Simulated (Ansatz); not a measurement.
# CH₆OSn: up Jacob's ladder to CCSD(T)

An exercise on one series of results from a longer session: the logs are not shown, and one member is left open.

Method: functionals in def2-TZVPP, the program's frozen cores in correlated methods; program: Ansatz 0.2.0, Gaussian basis.

Levels to be run: LDA (SPW92), PBE-D4, revPBE-D4, BLYP-D4, r2SCAN-D4, B97M-V, PBE0-D4, B3LYP-D4, r2SCANh-D4, r2SCAN0-D4, HSE06-D4, BHLYP-D4, CAM-B3LYP-D4, LC-ωPBE, ωB97X-V, ωB97M-V, B2PLYP, PBE-QIDH; CCSD(T)/def2-SVP; CCSD(T)/def2-TZVPP; MP2/def2-QZVPP; extrapolation to the limit; RPA on PBE.

## The relaxed structure

The geometry comes from an earlier relaxation with PBE0-D4 in a triple-zeta def2 set; it is a stationary point, not always the lowest conformer. Sn takes the def2 core potential; no spin-orbit term is included.

SMILES `C[O][SnH3]`, 9 atoms, charge 0, spin multiplicity 1.

Atoms are counted from 1 here; the program's logs count them from 0.

Bond lengths: C1–O2 1.402 Å, C1–H4 1.094 Å, C1–H5 1.100 Å, C1–H6 1.100 Å, O2–Sn3 1.968 Å, Sn3–H7 1.709 Å, Sn3–H8 1.698 Å, Sn3–H9 1.709 Å. Angles: O2–C1–H4 108.4°, O2–C1–H5 112.6°, O2–C1–H6 112.6°, H4–C1–H5 107.6°, H4–C1–H6 107.6°, H5–C1–H6 107.8°, C1–O2–Sn3 119.0°, O2–Sn3–H7 107.4°, O2–Sn3–H8 103.8°, O2–Sn3–H9 107.4°, H7–Sn3–H8 113.3°, H7–Sn3–H9 110.9°, H8–Sn3–H9 113.3°.

As a file:

```xyz
9

C    -0.53322    0.91764   -0.99021
O    -0.72112   -0.36487   -0.45462
Sn    0.48784   -0.99370    0.96463
H    -1.29392    1.08533   -1.75885
H     0.45146    1.03769   -1.46544
H    -0.64197    1.71119   -0.23636
H     2.07477   -0.97448    0.32963
H    -0.07724   -2.55595    1.31626
H     0.34191    0.09076    2.27786
```

The first run:

in.yaml

```yaml
crystal:
  periodic: [false, false, false]
  atoms:
    - {symbol: C, position_ang: [-0.533223, 0.917643, -0.990215]}
    - {symbol: O, position_ang: [-0.721122, -0.364869, -0.454621]}
    - {symbol: Sn, position_ang: [0.487841, -0.993705, 0.964630]}
    - {symbol: H, position_ang: [-1.293917, 1.085325, -1.758847]}
    - {symbol: H, position_ang: [0.451456, 1.037694, -1.465435]}
    - {symbol: H, position_ang: [-0.641972, 1.711187, -0.236362]}
    - {symbol: H, position_ang: [2.074772, -0.974484, 0.329628]}
    - {symbol: H, position_ang: [-0.077243, -2.555951, 1.316258]}
    - {symbol: H, position_ang: [0.341909, 0.090759, 2.277863]}
basis:
  gaussian: {orbitals: def2-TZVPP}
hamiltonian: {xc: lda}
output: {orbitals: {seedname: orbitals}}
```

Among the steps run: LDA; PBE-D4 (GGA); revPBE-D4 (GGA); BLYP-D4 (GGA); r2SCAN-D4 (meta-GGA); B97M-V (meta-GGA); PBE0-D4 (hybrid); B3LYP-D4 (hybrid); r2SCANh-D4 (hybrid); r2SCAN0-D4 (hybrid); HSE06-D4 (hybrid); BHLYP-D4 (hybrid); CAM-B3LYP-D4 (range-separated); LC-ωPBE-D4 (range-separated; the results give it without D4); ωB97X-V (range-separated); ωB97M-V (range-separated); B2PLYP (double hybrid); PBE-QIDH (double hybrid).

One table of the session follows, with a row left open; its other results are not shown here.

It belongs to the step «Orbital energies across the functionals». 

```
  functional  HOMO (eV)  gap (eV)
 LDA (SPW92)      -6.06      4.62
      PBE-D4      -5.95      4.76
   revPBE-D4      -5.90      4.82
     BLYP-D4      -5.87      4.76
   r2SCAN-D4      -6.26      5.46
      B97M-V      -6.45      5.38
     PBE0-D4      -7.50      7.10
    B3LYP-D4      -7.27      6.62
  r2SCANh-D4      -6.84      6.31
  r2SCAN0-D4          ?         ?
    HSE06-D4      -7.09      6.34
    BHLYP-D4      -9.00      9.31
CAM-B3LYP-D4      -8.94      9.38
     LC-ωPBE     -10.26     11.82
     ωB97X-V      -9.95     11.37
     ωB97M-V      -9.88     10.95
```

Estimate the missing values for r2SCAN0-D4.

Worked estimate for «HOMO (eV)». Against the share of exact exchange, r2SCAN-D4 (0, -6.26), r2SCANh-D4 (0.1, -6.84) give a slope of -5.80 per unit share; at 0.25 the line stands at -7.71.

The run gave: HOMO (eV): -7.72; gap (eV): 7.57. In «HOMO (eV)» the line misses by +0.01.
